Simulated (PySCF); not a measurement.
**CH7ClSi2 (SMILES [SiH3]C[SiH2]Cl): B2PLYP/6-31+G(d) (spherical functions)**

Aim: the vertical singlet–triplet gap of CH7ClSi2 at B2PLYP/6-31+G* (spherical functions), from 2 runs. The job is set up through a Python script.

Program for the calculation: PySCF 2.14.0.

**1. The system as given**

CH7ClSi2: 11 atoms, total charge 0, spin state singlet. As SMILES, `[SiH3]C[SiH2]Cl`. The shape is that of a PBE0-D4/def2-TZVP optimisation. This is one conformer, not always the lowest.

Bond lengths: Si1–C2 1.877 Å, C2–Si3 1.856 Å, Si3–Cl4 2.062 Å, Si1–H5 1.486 Å, Si1–H6 1.487 Å, Si1–H7 1.487 Å, C2–H8 1.095 Å, C2–H9 1.095 Å, Si3–H10 1.483 Å, Si3–H11 1.483 Å. Some angles: Si1–C2–Si3 114.4°, C2–Si3–Cl4 110.3°, Si1–C2–H8 108.8°, Si1–C2–H9 108.8°, Si3–C2–H8 108.7°, Si3–C2–H9 108.7°, C2–Si1–H5 110.5°, C2–Si1–H6 110.2°, C2–Si1–H7 110.2°, C2–Si3–H10 111.0°.

**2. The energy at B2PLYP/6-31+G(d) (spherical functions)**

job.py

```python
from pyscf import gto, dft, mp

molecule = gto.M(
    atom='''
Si     1.006300     1.285600    -0.182900
C     -0.570400     0.282700    -0.356100
Si    -0.499800    -1.397400     0.429000
Cl    -2.287500    -2.388300     0.158700
H      0.854300     2.610700    -0.838800
H      1.323900     1.497600     1.254200
H      2.143300     0.566700    -0.816300
H     -1.397400     0.844300     0.091100
H     -0.797200     0.162700    -1.420800
H      0.561500    -2.228800    -0.187700
H     -0.271500    -1.292800     1.890200
''',
    basis='6-31+g*',
    spin=0,
    max_memory=1860,
    verbose=3,
)

calc0 = dft.RKS(molecule)
calc0.xc = '0.53*HF + 0.47*B88, 0.73*LYP'
calc0.grids.level = 4
calc0.conv_tol = 1e-10
calc0.kernel()
if not calc0.converged:
    calc0 = calc0.newton().run(calc0.mo_coeff, calc0.mo_occ)

pt = mp.MP2(calc0, frozen=16).run()
e_tot = calc0.e_tot + 0.27 * pt.e_corr
print('PT2 part  %.8f' % (0.27 * pt.e_corr))
print('E(%s) = %.9f' % ('B2PLYP', e_tot))
```

Command:

```sh
OMP_NUM_THREADS=1 python job.py
```

The program printed:

```text
converged SCF energy = -1080.87610261679
E(RMP2) = -1081.39362781113  E_corr = -0.517525194338325
E(SCS-RMP2) = -1081.39626423578  E_corr = -0.520161618981662
PT2 part  -0.13973180
E(B2PLYP) = -1081.015834419
```

Wall time 30 s (1 thread of Arm Neoverse N1, shared host); peak memory 0.51 GiB.

**3. The triplet, same level**

job.py

```python
from pyscf import gto, dft, mp

molecule = gto.M(
    atom='''
Si     1.901631     2.429432    -0.345631
C     -1.077900     0.534226    -0.672931
Si    -0.944485    -2.640703     0.810693
Cl    -4.322749    -4.513233     0.299900
H      1.614393     4.933508    -1.585102
H      2.501808     2.830054     2.370095
H      4.050250     1.070908    -1.542583
H     -2.640703     1.595496     0.172154
H     -1.506490     0.307458    -2.684923
H      1.061081    -4.211822    -0.354702
H     -0.513061    -2.443038     3.571960
''',
    max_memory=1860,
    unit='bohr',
    spin=2,
    basis='6-31+g*',
    verbose=4,
)

myscf = dft.UKS(molecule)
myscf.xc = '0.53*HF + 0.47*B88, 0.73*LYP'
myscf.grids.level = 4
myscf.conv_tol = 1e-10
myscf.kernel()
if not myscf.converged:
    myscf = myscf.newton().run(myscf.mo_coeff, myscf.mo_occ)

pt = mp.MP2(myscf, frozen=16).run()
energy = myscf.e_tot + 0.27 * pt.e_corr
print('PT2 part  %.8f' % (0.27 * pt.e_corr))
print('E(%s) = %.9f' % ('B2PLYP', energy))
```

Command:

```sh
OMP_NUM_THREADS=1 python job.py
```

The program printed:

```text
PySCF version 2.14.0

[INPUT] num. atoms = 11
[INPUT] num. electrons = 58
[INPUT] charge = 0
[INPUT] spin (= nelec alpha-beta = 2S) = 2
[INPUT] symmetry False subgroup None
[INPUT] Mole.unit = bohr
[INPUT] Symbol           X                Y                Z      unit          X                Y                Z       unit  Magmom
[INPUT]  1 Si     1.006299788779   1.285600049880  -0.182900048587 AA    1.901631000000   2.429432000000  -0.345631000000 Bohr   0.0
[INPUT]  2 C     -0.570400115651   0.282700224681  -0.356099749722 AA   -1.077900000000   0.534226000000  -0.672931000000 Bohr   0.0
[INPUT]  3 Si    -0.499799938056  -1.397399848408   0.429000260652 AA   -0.944485000000  -2.640703000000   0.810693000000 Bohr   0.0
[INPUT]  4 Cl    -2.287500259327  -2.388300051172   0.158700245555 AA   -4.322749000000  -4.513233000000   0.299900000000 Bohr   0.0
[INPUT]  5 H      0.854299985069   2.610700003492  -0.838799855384 AA    1.614393000000   4.933508000000  -1.585102000000 Bohr   0.0
[INPUT]  6 H      1.323899779697   1.497600082473   1.254200261715 AA    2.501808000000   2.830054000000   2.370095000000 Bohr   0.0
[INPUT]  7 H      2.143299998529   0.566700108592  -0.816299769553 AA    4.050250000000   1.070908000000  -1.542583000000 Bohr   0.0
[INPUT]  8 H     -1.397399848408   0.844300123314   0.091099973569 AA   -2.640703000000   1.595496000000   0.172154000000 Bohr   0.0
[INPUT]  9 H     -0.797200176479   0.162699766915  -1.420800064675 AA   -1.506490000000   0.307458000000  -2.684923000000 Bohr   0.0
[INPUT] 10 H      0.561499884140  -2.228800218851  -0.187700215068 AA    1.061081000000  -4.211822000000  -0.354702000000 Bohr   0.0
[INPUT] 11 H     -0.271500189012  -1.292800035012   1.890199830318 AA   -0.513061000000  -2.443038000000   3.571960000000 Bohr   0.0

nuclear repulsion = 262.739257897376
number of shells = 52
number of NR pGTOs = 224
number of NR cGTOs = 98
basis = 6-31+g*
ecp = {}

[... 36 lines left out ...]
[... the frontier-level lines of each cycle are left out ...]
[... 5 lines left out ...]
[... 5 lines left out ...]
[... 5 lines left out ...]
[... 5 lines left out ...]
[... 5 lines left out ...]
[... 5 lines left out ...]
[... 5 lines left out ...]
[... 5 lines left out ...]
[... 5 lines left out ...]
[... 5 lines left out ...]
[... 5 lines left out ...]
[... 5 lines left out ...]
[... 5 lines left out ...]
[... 5 lines left out ...]
[... 5 lines left out ...]
[... 5 lines left out ...]
[... 5 lines left out ...]

cycle= 18 E= -1080.6025168733  delta_E= -1.5e-08  |g|= 2.49e-05  |ddm|= 0.00662


cycle= 19 E= -1080.60251687933  delta_E= -6.03e-09  |g|= 1.81e-05  |ddm|= 0.00743


cycle= 20 E= -1080.60251688205  delta_E= -2.72e-09  |g|= 7.46e-06  |ddm|= 0.00135


cycle= 21 E= -1080.60251688328  delta_E= -1.23e-09  |g|= 5.11e-06  |ddm|= 0.00196


cycle= 22 E= -1080.60251688382  delta_E= -5.37e-10  |g|= 3.44e-06  |ddm|= 0.00122


cycle= 23 E= -1080.60251688417  delta_E= -3.52e-10  |g|= 1.69e-06  |ddm|= 0.00174


cycle= 24 E= -1080.60251688423  delta_E= -6.14e-11  |g|= 1.04e-06  |ddm|= 0.000618


Extra cycle  E= -1080.60251688424  delta_E= -8.19e-12  |g|= 7.78e-07  |ddm|= 0.000123
converged SCF energy = -1080.60251688424  <S^2> = 2.0127758  2S+1 = 3.0085051

******** <class 'pyscf.mp.ump2.UMP2'> ********
nocc = (np.int64(14), np.int64(12)), nmo = (82, 82)
frozen orbitals 16
E(UMP2) = -1081.1552280216  E_corr = -0.552711137362957
E(SCS-UMP2) = -1081.15130664326  E_corr = -0.54878975901981
E_corr(same-spin) = -0.132073391325852
E_corr(oppo-spin) = -0.420637746037105
PT2 part  -0.14923201
E(B2PLYP) = -1080.751748891
```

Run time: 1.8 min. Hardware: 1 thread of Arm Neoverse N1, shared host; peak memory 0.54 GiB.

**4. Results**

At B2PLYP/6-31+G* (spherical functions), 16 core orbitals frozen:

| quantity | value |
| --- | --- |
| singlet: total energy | -1081.01583 Eh |
| singlet: dipole moment (SCF part) | 1.73 D |
| singlet: HOMO energy (SCF part's orbitals) | -9.83 eV |
| singlet: LUMO energy (SCF part's orbitals) | 0.47 eV |
| singlet: HOMO–LUMO gap (SCF part's orbitals) | 10.30 eV |
| triplet: total energy | -1080.75175 Eh |
| triplet: dipole moment (SCF part) | 2.43 D |
| triplet: HOMO energy (SCF part's orbitals) (highest over α and β) | -2.41 eV |
| triplet: ⟨S²⟩ | 2.013 |
| vertical energy of the triplet above the singlet | 7.186 eV |

At this shape the triplet lies 7.19 eV (166 kcal/mol) above the singlet. Mulliken charges (singlet) run from -1.06 on C2 to +0.71 on Si3; in a basis this large or diffuse they mean little.
